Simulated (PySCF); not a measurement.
# [MoCl3]+: structure of the singlet

The task is one start of a wider search on [MoCl3]+: the singlet, from a trigonal pyramidal start. It is relaxed, tested by its Hessian and followed downhill if it is a saddle.

Program: PySCF 2.14.0. Level of theory: PBE0, basis Mo def2-TZVP with ECP28, Cl def2-TZVP, scalar-relativistic core potentials, no spin–orbit coupling, density fitting. These are calculated values, not measurements.

## 1. The starting structure

4 atoms, charge 1, spin multiplicity 1.

Bond lengths: Mo1–Cl2 2.323 Å, Mo1–Cl3 2.323 Å, Mo1–Cl4 2.323 Å. Angles: Cl2–Mo1–Cl3 99.8°, Cl2–Mo1–Cl4 99.8°, Cl3–Mo1–Cl4 99.8°.

```xyz
4
charge 1 multiplicity 1
Mo    0.0000    0.0000    0.0000
Cl    2.0507    0.0000    1.0904
Cl   -1.0254    1.7760    1.0904
Cl   -1.0254   -1.7760    1.0904
```

## 2. First SCF at the start

One driver script runs all steps and calls PySCF; scf.py shows how it sets up the SCF of each step. The optimiser is the driver's own. After this first run the driver tries any further starts and a stability analysis.

scf.py

```python
from pyscf import gto, scf, dft
mol = gto.M(atom='''
Mo     0.000000     0.000000     0.000000
Cl     2.050700     0.000000     1.090400
Cl    -1.025400     1.776000     1.090400
Cl    -1.025400    -1.776000     1.090400''',
    basis={'Mo': 'def2-TZVP', 'Cl': 'def2-TZVP'},
    ecp={'Mo': 'def2-TZVP'},
    charge=1, spin=0)
mf = dft.RKS(mol, xc='PBE0')
mf.grids.atom_grid = (50, 194)
aux = {'Mo': 'def2-universal-JKFIT', 'Cl': 'def2-universal-JKFIT'}
mf = mf.density_fit(auxbasis=aux)
mf.conv_tol = 1e-08
mf.diis_space = 10
mf.max_cycle = 60
mf.init_guess = 'minao'
mf.verbose = 4
mf.kernel()
```

Started as:

```sh
OMP_NUM_THREADS=4 python axn.py task.json out
```

What it wrote:

```text
init E= -1441.93695753177
  HOMO = -0.415039210407993  LUMO = -0.41242799030405  gap/eV = 0.07105
cycle= 1 E= -1448.04831303898  delta_E= -6.11  |g|= 0.483  |ddm|= 3.82
  HOMO = -0.494507824135516  LUMO = -0.431503193928545  gap/eV = 1.71444
cycle= 2 E= -1446.84220782889  delta_E= 1.21  |g|= 2.43  |ddm|= 1.59
  HOMO = -0.448941791917851  LUMO = -0.374315094707766  gap/eV = 2.03070
cycle= 3 E= -1448.10497006166  delta_E= -1.26  |g|= 0.206  |ddm|= 1.16
  HOMO = -0.473276490977242  LUMO = -0.39712478884853  gap/eV = 2.07219
cycle= 4 E= -1448.11177930098  delta_E= -0.00681  |g|= 0.107  |ddm|= 0.196
  HOMO = -0.465813476514107  LUMO = -0.387845004924054  gap/eV = 2.12163
cycle= 5 E= -1448.11463774631  delta_E= -0.00286  |g|= 0.0242  |ddm|= 0.0762
  HOMO = -0.466117570979065  LUMO = -0.387825422419188  gap/eV = 2.13044
cycle= 6 E= -1448.11476984043  delta_E= -0.000132  |g|= 0.00579  |ddm|= 0.0152
  HOMO = -0.466731640320736  LUMO = -0.388296082935335  gap/eV = 2.13434
cycle= 7 E= -1448.11477893998  delta_E= -9.1e-06  |g|= 0.000757  |ddm|= 0.00537
  HOMO = -0.466775299750699  LUMO = -0.38827925047883  gap/eV = 2.13599
cycle= 8 E= -1448.11477913909  delta_E= -1.99e-07  |g|= 0.0006  |ddm|= 0.00174
  HOMO = -0.466784609149474  LUMO = -0.388281275627505  gap/eV = 2.13618
cycle= 9 E= -1448.1147792498  delta_E= -1.11e-07  |g|= 0.000194  |ddm|= 0.000716
  HOMO = -0.46679484471723  LUMO = -0.38828544504171  gap/eV = 2.13635
cycle= 10 E= -1448.11477926512  delta_E= -1.53e-08  |g|= 3.82e-05  |ddm|= 0.000289
  HOMO = -0.466795527347579  LUMO = -0.388284705625733  gap/eV = 2.13639
cycle= 11 E= -1448.11477926601  delta_E= -8.9e-10  |g|= 1.05e-05  |ddm|= 7.31e-05
  HOMO = -0.466796088583397  LUMO = -0.388285187711807  gap/eV = 2.13639
Extra cycle  E= -1448.11477926627  delta_E= -2.63e-10  |g|= 1.66e-05  |ddm|= 5.45e-05
converged SCF energy = -1448.11477926627
```

This step, with its further starts and checks, ran for 17 s (4 threads of Arm Neoverse V1, shared host).

Energies from each starting density:

```tsv
start	energy (Eh)
the minimal-basis guess	-1448.114779
a thermally smeared density	-1448.114779
a smeared PBE density	-1448.114779
```

No lower closed-shell solution turned up from the other starts or in the test of internal stability.

## 3. Relaxing the singlet from the trigonal pyramidal start

The program finds C3v symmetry in the start, which this walk keeps. The walk stops when the largest gradient is under 0.0003 Eh/bohr and the energy has settled too.

scf.py, as its differences from that of step 2:

```diff
@@ -3,4 +3,4 @@
-Mo     0.000000     0.000000     0.000000
-Cl     2.050700     0.000000     1.090400
-Cl    -1.025400     1.776000     1.090400
-Cl    -1.025400    -1.776000     1.090400''',
+Mo     0.000003    -0.000000    -0.564021
+Cl     2.050738    -0.000000     0.526389
+Cl    -1.025373     1.775994     0.526375
+Cl    -1.025373    -1.775994     0.526375''',
@@ -17 +16,0 @@
-mf.init_guess = 'minao'
```

Steps of the walk:

```tsv
step	energy (Eh)	change (kJ/mol)	largest symmetric gradient (Eh/bohr)
0	-1448.114779	0.00	0.10601
1	-1448.154931	-105.42	0.04684
2	-1448.164065	-129.40	0.01029
3	-1448.168083	-139.95	0.00972
4	-1448.169773	-144.39	0.00901
5	-1448.170335	-145.86	0.00435
6	-1448.170703	-146.83	0.00139
7	-1448.170765	-146.99	0.00087
8	-1448.170778	-147.03	0.00027
9	-1448.170773	-147.01	0.00026
10	-1448.170768	-147.00	0.00004
```

The walk took 33 s.

End point (C3v, 10 steps, 147.0 kJ/mol gained): Mo–Cl 2.134 Å (×3); Cl–Mo–Cl 119.8° (×3).

## 4. Frequencies

The point is checked on the finer grid, and tightened if its gradient asks for it. The Hessian and the dipole derivatives come from central differences of analytic gradients, with steps of 0.02 bohr.

scf.py, as its differences from that of step 3:

```diff
@@ -3,4 +3,4 @@
-Mo     0.000003    -0.000000    -0.564021
-Cl     2.050738    -0.000000     0.526389
-Cl    -1.025373     1.775994     0.526375
-Cl    -1.025373    -1.775994     0.526375''',
+Mo    -0.000000     0.000000     0.000000
+Cl     2.134487    -0.000000     0.000010
+Cl    -1.067244     1.848520    -0.000005
+Cl    -1.067244    -1.848520    -0.000005''',
@@ -11 +11 @@
-mf.grids.atom_grid = (50, 194)
+mf.grids.atom_grid = (75, 302)
@@ -14 +14 @@
-mf.conv_tol = 1e-08
+mf.conv_tol = 1e-10
```

The driver hands on the density of the step before, so the log starts near convergence.

Log of the central SCF (cycles and frontier levels):

```text
init E= -1448.17087214386
  HOMO = -0.468251902360436  LUMO = -0.366480818585131  gap/eV = 2.76933
cycle= 1 E= -1448.17087214386  delta_E= 9.09e-13  |g|= 5.68e-07  |ddm|= 8.3e-07
  HOMO = -0.46825185300969  LUMO = -0.366480741037403  gap/eV = 2.76933
Extra cycle  E= -1448.17087214386  delta_E= -1.59e-12  |g|= 1.13e-06  |ddm|= 1.46e-06
converged SCF energy = -1448.17087214386
```

The whole step took 50 s.

Geometry: D3h; Mo–Cl 2.134 Å (×3); Cl–Mo–Cl 120.0° (×3).

Modes, for the most abundant isotopes:

```tsv
symmetry	ω (cm⁻¹)	IR (km/mol)	μ (u)
a2''	35	0.6	52.39
e'	113	0.0	38.54
a1'	455	0.0	34.97
e'	532	185	46.00
```

All wavenumbers are real: a minimum.

Properties at this point:

```yaml
Dipole_moment_about_the_centre_of_mass: 0.00 D
Highest_occupied_level: -12.74 eV
Lowest_empty_level: -9.97 eV
Rotational_constants: 0.07054, 0.07054, 0.03527 cm⁻¹
Zero-point_energy: 10.7 kJ/mol
Principal_polarisabilities: 47.8, 86.7, 86.7 bohr³
Principal_traceless_quadrupole_moments_about_the_centre_of_mass: -10.53, 5.26, 5.26 D Å
Entropy_at_298.15_K_and_1_bar: 338.0 J/(mol K)
Heat_capacity_Cp_at_298.15_K: 73.3 J/(mol K)
Enthalpy_at_298.15_K_above_0_K: 17.65 kJ/mol
Rotational_symmetry_number: 6
```

Populations by atom (charges in e):

```json
{"atom": "Mo1", "Mulliken": "1.26", "Löwdin": "-0.15", "polar tensor": "1.78", "Mayer order to Mo1": "–"}
{"atom": "Cl2,3,4", "Mulliken": "-0.09", "Löwdin": "0.38", "polar tensor": "-0.26", "Mayer order to Mo1": "1.42"}
```

Outer orbital energies (eV). occupied: -18.13, -16.70, -16.70, -16.25, -16.25, -16.03, -15.70, -12.74; empty: -9.97, -9.97, -8.97, -8.97.

Mulliken populations on Mo1 (outside its core potential): s 2.50, p 6.18, d 4.02, f 0.04.

## 5. A spin-polarised start

A stability analysis found the closed shell of the lowest minimum unstable towards spin polarisation, so the unrestricted solution is followed.

The program finds D3h symmetry in the start, which may break. Threshold on the gradient: 0.0003 Eh/bohr, with a further test on the energy change.

scf.py, as its differences from that of step 4:

```diff
@@ -10,2 +10,2 @@
-mf = dft.RKS(mol, xc='PBE0')
-mf.grids.atom_grid = (75, 302)
+mf = dft.UKS(mol, xc='PBE0')
+mf.grids.atom_grid = (50, 194)
@@ -14 +14 @@
-mf.conv_tol = 1e-10
+mf.conv_tol = 1e-08
```

The optimiser's trace:

```tsv
step	energy (Eh)	change (kJ/mol)	largest gradient (Eh/bohr)
0	-1448.182593	0.00	0.01150
1	-1448.183395	-2.11	0.00308
2	-1448.183651	-2.78	0.00274
3	-1448.183858	-3.32	0.00339
4	-1448.183923	-3.49	0.00161
5	-1448.183935	-3.52	0.00010
6	-1448.183935	-3.52	0.00007
```

The walk took 33 s.

Geometry (Å) and forces (eV/Å) at some steps:

```
step 0
Mo   0.000   0.000   0.000  -0.370   0.591   0.000
Cl   2.134   0.000   0.000   0.577  -0.167   0.000
Cl  -1.067   1.849   0.000  -0.078   0.153   0.000
Cl  -1.067  -1.849   0.000  -0.129  -0.578   0.000
step 1
Mo  -0.009   0.014   0.000  -0.105   0.158   0.000
Cl   2.147  -0.014   0.000   0.027  -0.126   0.000
Cl  -1.077   1.867   0.000  -0.025   0.059   0.000
Cl  -1.061  -1.867   0.000   0.103  -0.091   0.000
step 3
Mo  -0.029   0.044   0.000   0.062  -0.116   0.000
Cl   2.132  -0.064   0.000  -0.174  -0.018   0.000
Cl  -1.095   1.904   0.000   0.005  -0.004   0.000
Cl  -1.009  -1.884   0.000   0.106   0.138   0.000
step 6
Mo  -0.033   0.050   0.000  -0.003  -0.001   0.000
Cl   2.119  -0.079   0.000   0.000   0.003   0.000
Cl  -1.097   1.912   0.000   0.001   0.000   0.000
Cl  -0.988  -1.883   0.000   0.002  -0.001   0.000
```

After 6 steps and 3.5 kJ/mol it ends at C2v: Mo–Cl 2.145 Å, Mo–Cl 2.156 Å (×2); Cl–Mo–Cl 112.9°, Cl–Mo–Cl 123.2°, Cl–Mo–Cl 124.0°.

## 6. Hessian and properties

The same treatment as at the point before.

scf.py, as its differences from that of step 5:

```diff
@@ -3,4 +3,4 @@
-Mo    -0.000000     0.000000     0.000000
-Cl     2.134487    -0.000000     0.000010
-Cl    -1.067244     1.848520    -0.000005
-Cl    -1.067244    -1.848520    -0.000005''',
+Mo    -0.019456     0.033703    -0.000000
+Cl     2.132560    -0.094928     0.000010
+Cl    -1.091923     1.891456    -0.000004
+Cl    -0.984234    -1.894230    -0.000005''',
@@ -11 +11 @@
-mf.grids.atom_grid = (50, 194)
+mf.grids.atom_grid = (75, 302)
@@ -14 +14 @@
-mf.conv_tol = 1e-08
+mf.conv_tol = 1e-10
```

Log of the central SCF (cycles and frontier levels):

```text
init E= -1448.18399630347
[... the frontier-level lines of each cycle are left out ...]
cycle= 1 E= -1448.18399630347  delta_E= 9.09e-13  |g|= 8.21e-07  |ddm|= 2.11e-06
Extra cycle  E= -1448.18399630347  delta_E= -9.09e-13  |g|= 2.08e-06  |ddm|= 2.2e-06
converged SCF energy = -1448.18399630347  <S^2> = 0.90407616  2S+1 = 2.1485587
```

The whole step ran for 2.8 min (4 threads of Arm Neoverse V1, shared host).

Geometry: C2v; Mo–Cl 2.145 Å, Mo–Cl 2.156 Å (×2); Cl–Mo–Cl 113.2°, Cl–Mo–Cl 123.4° (×2).

Modes, for the most abundant isotopes:

| ω (cm⁻¹) | IR (km/mol) |
| --- | --- |
| 28 | 3.0 |
| 46 | 13.9 |
| 117 | 0.0 |
| 443 | 0.9 |
| 469 | 205 |
| 529 | 107 |

All wavenumbers are real: a minimum.

The SCF density has lower symmetry than the nuclear frame, so the modes carry no labels.

Constants and moments:

| Item | Value |
| --- | --- |
| Dipole moment about the centre of mass | 0.57 D |
| Highest occupied level | -13.33 eV |
| Lowest empty level | -10.17 eV |
| Rotational constants | 0.07444, 0.06504, 0.03471 cm⁻¹ |
| Zero-point energy | 9.8 kJ/mol |
| Principal polarisabilities | 44.7, 90.4, 101.2 bohr³ |
| Principal traceless quadrupole moments about the centre of mass | -7.53, 2.28, 5.25 D Å |
| Entropy at 298.15 K and 1 bar | 357.1 J/(mol K) |
| Heat capacity Cp at 298.15 K | 74.2 J/(mol K) |
| Enthalpy at 298.15 K above 0 K | 18.18 kJ/mol |
| Rotational symmetry number | 2 |
| Spin squared ⟨S²⟩ | 0.904 |

Populations by atom (charges in e):

| atom | Mulliken | Löwdin | polar tensor | spin (Mulliken) | Mayer order to Mo1 |
| --- | --- | --- | --- | --- | --- |
| Mo1 | 1.30 | -0.05 | 2.32 | 0.00 | – |
| Cl2,4 | -0.10 | 0.34 | -0.46 | 0.00 | 1.38 |
| Cl3 | -0.09 | 0.37 | -0.40 | 0.00 | 1.38 |

Mulliken populations on Mo1 (outside its core potential): s 2.41, p 6.21, d 4.05, f 0.03.

## 7. All stationary points

| spin | group | bonds | imaginary modes (cm⁻¹) | ΔE (kJ/mol) | with zero-point energy |
| --- | --- | --- | --- | --- | --- |
| broken-symmetry (Ms = 0) | C2v (density of lower symmetry) | Mo–Cl 2.145 Å, Mo–Cl 2.156 Å (×2) | none | 0.0 | 0.0 |
| singlet | D3h | Mo–Cl 2.134 Å (×3) | none | 34.5 | 35.3 |

## 8. What came out

| quantity | value |
| --- | --- |
| minimum | broken-symmetry (Ms = 0), C2v |
| geometry | Mo–Cl 2.145 Å, Mo–Cl 2.156 Å (×2); Cl–Mo–Cl 113.2°, Cl–Mo–Cl 123.4° (×2) |
| wavenumbers (cm⁻¹) | 28, 46, 117, 443, 469, 529 |
| dipole moment (centre of mass) | 0.57 D |
| highest occupied, lowest empty level (either spin) | -13.33, -10.17 eV |
| polar-tensor charge of Mo1 | +2.32 e |
| zero-point energy | 9.8 kJ/mol |
| entropy at 298.15 K | 357.1 J/(mol K) |
| ⟨S²⟩ | 0.904 |

From C3v at the start the molecule goes to a C2v minimum. The determinant is spin-contaminated (⟨S²⟩ = 0.90 against 0.00), so it is no pure spin state. The strongest infrared band lies at 469 cm⁻¹ (stretch). Other starts or spin states, not run here, may lie lower. The SCF density has lower symmetry than the nuclear frame.

The search up to here took 5.3 min.
